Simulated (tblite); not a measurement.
# Ca10S10 (2x2x5 CaS rock-salt block): the cost of one run

Programs: tblite 0.8.0 and PySCF 2.14.0, with routines of our own; each step states its level. All values are computed. Atoms count from 0.

## 1. The system as given

20 atoms, charge 0, multiplicity 1; geometry from: force field, distance geometry or constructed start.

## 2. Optimising the geometry with GFN2-xTB

What the job is given:

```
{"job": {"kind": "relax", "xc": "GFN2-xTB", "basis": "xTB"}, "charge": 0, "multiplicity": 1}
Ca    -1.374900    -1.381600    -5.520900
S     -1.383000    -1.377200    -2.766500
Ca    -1.374600    -1.382100     0.001000
S     -1.380500    -1.375400     2.753500
Ca    -1.380800    -1.381000     5.522700
S     -1.383100     1.379300    -5.521900
Ca    -1.379700     1.381500    -2.762900
S     -1.376400     1.382500     0.001500
Ca    -1.377100     1.377700     2.759300
S     -1.382600     1.379000     5.520900
S      1.377700    -1.381000    -5.521400
Ca     1.377300    -1.381800    -2.759600
S      1.376400    -1.379100     0.005000
Ca     1.382000    -1.380400     2.757000
S      1.377600    -1.374700     5.519500
Ca     1.377900     1.380400    -5.513000
S      1.380200     1.381700    -2.758700
Ca     1.378700     1.376400    -0.001000
S      1.379200     1.381600     2.762200
Ca     1.382600     1.380700     5.522000
```

The run is started by

```sh
OMP_NUM_THREADS=2 python large_run.py task.json out
```

The driver reads the jobs from task.json and runs them one after another.

Q: Estimate the wall time and peak memory of this first job on 2 threads of Arm Neoverse V1, shared host.

About 3 s, with a peak of 0.16 GiB.
